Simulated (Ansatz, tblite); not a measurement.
# The cluster Al₅H₃O₉: rung by rung

Aim: run the singlet of the cluster Al₅H₃O₉ at one geometry on many levels, and compare frontier levels, spin and run time.

The runs use Ansatz 0.2.0, Gaussian basis; level and basis change from run to run.

The runs, in order: GFN1-xTB, GFN2-xTB, PBE-D4/def2-TZVP, r2SCAN-D4/def2-TZVP, B97M-V/def2-TZVP, PBE-D4/def2-SVP, PBE0-D4/def2-SVP, HF/STO-3G, MP2/def2-SVP.

## Step 1: The relaxed structure

The singlet was relaxed beforehand with r2SCAN-D4/def2-SVP. At that level it is the lowest of the isomers that a small search found.

17 atoms, charge 0, spin multiplicity 1.

Bond lengths: Al1–O7 1.862 Å, Al1–O9 1.695 Å, Al1–O10 1.846 Å, Al1–O11 1.887 Å, Al2–O6 1.693 Å, Al2–O7 1.864 Å, Al2–O10 1.848 Å, Al2–O11 1.887 Å, Al3–O7 1.906 Å, Al3–O8 1.722 Å, Al3–O10 1.920 Å, Al3–O13 1.721 Å, Al4–O9 1.740 Å, Al4–O12 1.691 Å, Al4–O13 1.703 Å, Al5–O6 1.733 Å, Al5–O8 1.707 Å, Al5–O14 1.691 Å and more. Angles: O7–Al1–O9 120.5°, O7–Al1–O10 79.4°, O7–Al1–O11 87.6°, O9–Al1–O10 122.2°, O9–Al1–O11 141.6°, O10–Al1–O11 85.9°, O6–Al2–O7 120.4°, O6–Al2–O10 122.1°, O6–Al2–O11 141.9°, O7–Al2–O10 79.4°, O7–Al2–O11 87.6°, O10–Al2–O11 85.9°, O7–Al3–O8 108.0°, O7–Al3–O10 76.6°, O7–Al3–O13 107.9°, O8–Al3–O10 107.8°, O8–Al3–O13 134.0°, O10–Al3–O13 107.7° and more.

PBE0-D4/def2-TZVP was run before; its log isn't repeated, and its numbers join the tables.

## Step 2: GFN1-xTB

Tight binding, by tblite at 300 K electronic temperature and without a spin-polarisation term:

```python
tblite.interface.Calculator('GFN1-xTB', numbers, positions, charge=0, uhf=0).singlepoint()
```

Energy -1390.2338 eV, HOMO -10.66 eV, LUMO -7.96 eV; 0.022 s.

## Step 3: GFN2-xTB

Tight binding, by tblite at 300 K electronic temperature and without a spin-polarisation term:

```python
tblite.interface.Calculator('GFN2-xTB', numbers, positions, charge=0, uhf=0).singlepoint()
```

Energy -1206.7849 eV, HOMO -11.41 eV, LUMO -8.45 eV; 0.022 s.

## Step 4: PBE-D4/def2-TZVP

start.molden holds the orbitals of an earlier run on this state, given as this run's starting guess.

in.yaml

```yaml
crystal:
  periodic: [false, false, false]
  atoms:
    - {symbol: Al, position_ang: [0.337907, 1.027433, 1.390645]}
    - {symbol: Al, position_ang: [1.263102, -1.044831, 0.761178]}
    - {symbol: Al, position_ang: [-0.611264, -0.082113, -0.748563]}
    - {symbol: Al, position_ang: [-1.665686, 2.619373, 0.210062]}
    - {symbol: Al, position_ang: [0.719205, -2.751854, -1.412455]}
    - {symbol: O, position_ang: [1.688733, -2.497328, 0.001796]}
    - {symbol: O, position_ang: [1.116519, 0.529348, -0.226125]}
    - {symbol: O, position_ang: [-0.408304, -1.502718, -1.700918]}
    - {symbol: O, position_ang: [-0.527236, 2.479475, 1.517830]}
    - {symbol: O, position_ang: [-0.496394, -0.593132, 1.098393]}
    - {symbol: O, position_ang: [1.682598, 0.026620, 2.256684]}
    - {symbol: O, position_ang: [-2.689403, 3.952979, 0.029655]}
    - {symbol: O, position_ang: [-1.648998, 1.287287, -0.850310]}
    - {symbol: O, position_ang: [0.948181, -4.138702, -2.351710]}
    - {symbol: H, position_ang: [0.444962, -4.346001, -3.143178]}
    - {symbol: H, position_ang: [-2.709168, 4.705937, 0.625350]}
    - {symbol: H, position_ang: [2.555278, 0.328230, 2.541678]}
basis:
  gaussian: {orbitals: def2-TZVP, initial_orbitals: start.molden}
hamiltonian: {xc: pbe, dispersion: d4}
scf: {omitted_lower_state_checks: [starts]}
output: {forces: true, orbitals: {seedname: orbitals}}
```

On the command line:

```bash
$ ansatz run in.yaml --threads 4 --pin off --events-out ev --progress --plain --max-ram 9574MiB
```

The runs that follow: r2SCAN-D4/def2-TZVP; B97M-V/def2-TZVP; PBE-D4/def2-SVP; PBE0-D4/def2-SVP; HF/STO-3G; MP2/def2-SVP.

**Question.** What will the summary of the whole plan be? Wanted: gap in def2-TZVP, functionals, smallest and largest; correlation energy, MP2/def2-SVP; binding an atom, functionals in def2-TZVP; PBE0 total energy, smallest basis above largest.

As calculated:

| quantity | value |
| --- | --- |
| gap in def2-TZVP, functionals, smallest and largest | 3.93 eV (PBE-D4), 6.44 eV (PBE0-D4) |
| correlation energy, MP2/def2-SVP | -52.86 eV |
| binding an atom, functionals in def2-TZVP | 4.86 (PBE0-D4) to 5.01 eV (PBE-D4) |
| PBE0 total energy, smallest basis above largest | 34.61 eV (def2-SVP, def2-TZVP) |

Over the functionals in def2-TZVP the gap runs from 3.93 eV (PBE-D4) to 6.44 eV (PBE0-D4); exact exchange widens it.
